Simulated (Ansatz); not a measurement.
## TiAu, space group Pmma: a scan of one input key, step by step

Computed with the Python package of Ansatz (0.2.0).

The script reads `tiau.vasp`:
```text
TiAu
1.0
   4.61507137    0.00000000    0.00000000
   0.00000000    2.95519440    0.00000000
   0.00000000    0.00000000    4.94751300
Ti Au
2 2
Direct
   0.25000000    0.00000000    0.82019051
   0.75000000    0.00000000    0.17980949
   0.25000000    0.50000000    0.32411048
   0.75000000    0.50000000    0.67588952
```

Run as a notebook:

In [1]:
```python
from dataclasses import dataclass

import ansatz
from ase.io import read
from tabulate import tabulate
```

In [2]:
```python
@dataclass
class Settings:
    functional: str = "PBEsol"
    dispersion: str = "D4"
    mesh: tuple[int, ...] = (6, 10, 6)
    width_ev: float = 0.2
    mixing_beta: float = 0.5
```

In [3]:
```python
opts = Settings()

atoms = read("tiau.vasp", format="vasp")
tiau = ansatz.Crystal.from_ase(atoms)

tiau.resolved().tree()["lattice"]
```
Out [3]:
```text
((4.61507137, 0.0, 0.0), (0.0, 2.9551944, 0.0), (0.0, 0.0, 4.947513))
```

In [4]:
```python
job = (
    tiau.calculation()
    .functional(opts.functional, dispersion=opts.dispersion)
    .pseudopotentials("nc")
    .kpoints(*opts.mesh)
    .occupations(ansatz.OccupationsMethod.COLD, width=opts.width_ev)
    .mixing("broyden", beta=opts.mixing_beta)
    .band_table()
)
typed = job.input()
rows = []
for value in [2, 5, 10]:
    edited = typed.set(ansatz.key.scf.mixing.ndim, value)
    data = ansatz.Session.from_dict(edited).plan().execute().report
    rows.append((value, data["free_energy_ev"], data["n_iterations"], len(data["eigenvalues_ev"][0]) if "eigenvalues_ev" in data else 0))
print(tabulate(rows, headers=["history", "F eV", "iterations", "bands listed"], floatfmt=".4f", tablefmt="pipe"))
print(edited.to_yaml())
```
```text
DeckWarning: basis.ecutwfc = 1142.878222 eV, auto-derived from the records' recommended cutoffs: set by Ti (normal level)
|   history |        F eV |   iterations |   bands listed |
|----------:|------------:|-------------:|---------------:|
|         2 | -11253.0677 |           14 |             38 |
|         5 | -11253.0677 |           13 |             38 |
|        10 | -11253.0677 |           14 |             38 |
crystal:
  lattice:
    - [4.61507137, 0.0, 0.0]
    - [0.0, 2.9551944, 0.0]
    - [0.0, 0.0, 4.947513]
  atoms:
    - { symbol: Ti, position: [0.25, 0.0, 0.82019051] }
    - { symbol: Ti, position: [0.75, 0.0, 0.17980949] }
    - { symbol: Au, position: [0.25, 0.5, 0.32411048] }
    - { symbol: Au, position: [0.75, 0.5, 0.67588952] }
kpoints:
  mp_grid:
    grid: [6, 10, 6]
hamiltonian:
  xc: pbesol
  dispersion: d4
  pseudopotentials:
    kind: nc
scf:
  mixing:
    algorithm: broyden
    beta: 0.5
    ndim: 10
  occupations:
    method: cold
    width: 0.2
output:
  eigenvalues: true
```

Caveats:
- The settings weren't tested for convergence.
- Dispersion corrections can be off by several per cent in the lattices of metals, and by several GPa in the pressure at a fixed cell.
- For a metal this k-point mesh is coarse: on a finer one energies can move by several to tens of meV an atom and pressures by half a GPa or more, differences at one mesh by less.
- Spin-orbit coupling, which matters for elements this heavy, is left out.
- This cell is a computed structure, which may not be the phase found in nature.
- Warnings are shown shortened and without file and line.
- Run time: 4.1 min on 1 thread of Arm Neoverse V1 (shared host), peak memory 0.91 GiB.
